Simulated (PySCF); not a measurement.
# AsBF2H4: the cost of one run

The runs use PySCF 2.14.0, with density-fitted response routines of our own; the level of theory stands in each step. All values are computed, except where a source is named. Atoms count from 0, in the outputs and in this text.

### Step 1. Starting geometry

8 atoms, charge 0, multiplicity 1; geometry from: GFN2-xTB. The atoms were then displaced at random by about 0.01 Å, so the start is not that level's minimum.

Bonds of the start (Å): F0–B1 1.31, B1–F2 1.31, B1–H4 1.17, As3–H5 1.47, As3–H6 1.48, As3–H7 1.49.

### Step 2. Optimising the geometry at PBE0-D3(BJ)/def2-SVP

What the job is given:

```
{"job": {"xc": "PBE0", "basis": "def2-SVP", "d3": "d3bj", "grid": 1, "shake": 0.01, "kind": "geom"}, "charge": 0, "multiplicity": 1}
F     -1.267800     1.090100     0.735080
B     -1.637990     0.111530    -0.056370
F     -1.714200    -1.063460     0.516790
As     1.158580    -0.186750    -0.390490
H     -2.014630     0.283200    -1.154480
H      2.522580    -0.586910    -0.774300
H      1.658980     1.113530     0.114050
H      1.349610    -0.780380     0.957260
```

The run is started by

```bash
$ OMP_NUM_THREADS=1 python probes_run.py task.json out
```

The driver reads the jobs from task.json and runs them one after another.

Q: Estimate the wall time and peak memory of this first job on 1 thread of Arm Neoverse V2, shared host.

About 36 s, with a peak of 0.38 GiB.
